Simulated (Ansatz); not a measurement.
# Os: the cost of one run

Program: Ansatz 0.2.0. Level of theory: DFT PBEsol, scalar-relativistic. These are calculated values, not measurements.

## 1. The structure to begin with

It takes space group P6_3/mmc (No. 194, hexagonal). Conventional cell: a = 2.734 Å, b = 2.734 Å, c = 4.320 Å, α = 90.00°, β = 90.00°, γ = 120.00°. Around Os (site symmetry -6m2) lie 12 Os at 2.68 to 2.73 Å.

Coordinates:

```xyz
2
Lattice="2.7341 0.0000 0.0000 -1.3670 2.3678 0.0000 0.0000 0.0000 4.3197" Properties=species:S:1:pos:R:3 pbc="T T T"
Os    0.0000    1.5785    1.0799
Os    1.3670    0.7893    3.2398
```

Atoms are numbered in the order of the input: Os1, Os2.

## 2. Volume × 0.94, LAPW

input.yaml reads:

```yaml
crystal:
  lattice:
    - [2.6782863558, 0.0, 0.0]
    - [-1.339143178, 2.3194640228, 0.0]
    - [0.0, 0.0, 4.2315181138]
  atoms:
    - { symbol: Os, position: [0.3333333333, 0.6666666667, 0.25] }
    - { symbol: Os, position: [0.6666666667, 0.3333333333, 0.75] }
kpoints:
  mp_grid: { grid: [17, 17, 10] }
  band_path:
    path:
      - [0.0, 0.0, 0.0]
      - [0.5, 0.0, 0.0]
      - [0.3333333333, 0.3333333333, 0.0]
      - [0.0, 0.0, 0.0]
      - [0.0, 0.0, 0.5]
      - [0.5, 0.0, 0.5]
      - [0.3333333333, 0.3333333333, 0.5]
      - [0.0, 0.0, 0.5]
      - [0.5, 0.0, 0.5]
    npoints: 5
scf:
  occupations: { method: fermi_dirac, width: 0.08 }
hamiltonian:
  xc: pbesol
  pseudopotentials: { kind: all_electron, lapw: { basis_error: 0.001 } }
output:
  forces: true
  stress: true
  eigenvalues: true
```

On the command line:

```sh
ansatz run input.yaml --threads 1 --pin off --max-ram 3072MiB --backend cpu --events-out ev --progress --plain --runs-dir out
```

**Question.** How long does this run take on 1 thread of Arm Neoverse V2, shared host, and how much memory does it need?

About 1.7 min, with a peak of 0.89 GiB.
